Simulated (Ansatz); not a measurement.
# PtSe2: the cost of one run

Method: DFT PBE+D3(BJ), scalar-relativistic, plane waves, PAW, in Ansatz 0.2.0.

The COD entry's cell or inner coordinates are ideal or old and differ from later refinements, so a difference from it is no clean test against experiment.

3 further runs of the same task are left out: 1 that didn't finish, 2 set aside as unsound or not needed.

## Step 1: The structure to begin with

Symmetry: P-3m1, No. 164, trigonal system. Conventional cell: a = 3.772 Å, b = 3.772 Å, c = 4.822 Å, α = 90.00°, β = 90.00°, γ = 120.00°. Pt (site symmetry -3m) is surrounded by 6 Se at 2.53 Å. Se (site symmetry 3m) has 3 Pt at 2.53 Å as nearest neighbours.

As a file:

```cif
data_structure
_symmetry_space_group_name_H-M 'P-3m1'
_symmetry_Int_Tables_number 164
_cell_length_a 3.7717
_cell_length_b 3.7717
_cell_length_c 4.8218
_cell_angle_alpha 90.000
_cell_angle_beta 90.000
_cell_angle_gamma 120.000
_cell_volume 59.40
loop_
_atom_site_label
_atom_site_type_symbol
_atom_site_symmetry_multiplicity
_atom_site_Wyckoff_symbol
_atom_site_fract_x
_atom_site_fract_y
_atom_site_fract_z
_atom_site_occupancy
Pt1 Pt 1 a 0.00000 0.00000 0.00000 1
Se1 Se 2 d 0.33333 0.66667 0.26554 1
```

It is the result of an earlier relaxation at this level (volume 19.80 Å³/atom; gap on the mesh: none (metal)).

## Step 2: The undisturbed cell

The input, input.yaml:

```yaml
crystal:
  lattice:
    - [3.7717024303, 0.0, 0.0]
    - [-1.8858512152, 3.2663901202, 0.0]
    - [0.0, 0.0, 4.8218263543]
  atoms:
    - { symbol: Pt, position: [0.0, 0.0, 0.0] }
    - { symbol: Se, position: [0.3333333333, 0.6666666667, 0.2655437501] }
    - { symbol: Se, position: [0.6666666667, 0.3333333333, 0.7344562499] }
basis:
  ecutwfc: 420
kpoints:
  mp_grid: { grid: [12, 12, 10] }
hamiltonian:
  xc: pbe
  dispersion: d3bj
scf:
  occupations: { method: gaussian, width: 0.15 }
output:
  forces: true
  stress: true
  eigenvalues: true
  write_density: true
  write_potential: true
  elf: true
  volumetric_format: npy
```

Started as:

```sh
$ ansatz run input.yaml --threads 2 --pin off --max-ram 5120MiB --backend cpu --events-out ev --progress --plain --runs-dir out
```

Q: Estimate wall time and peak memory on 2 threads of Intel Xeon Platinum 8259CL at 2.50GHz (Skylake/Cascade Lake), shared host.

About 12 s, with a peak of 0.56 GiB.
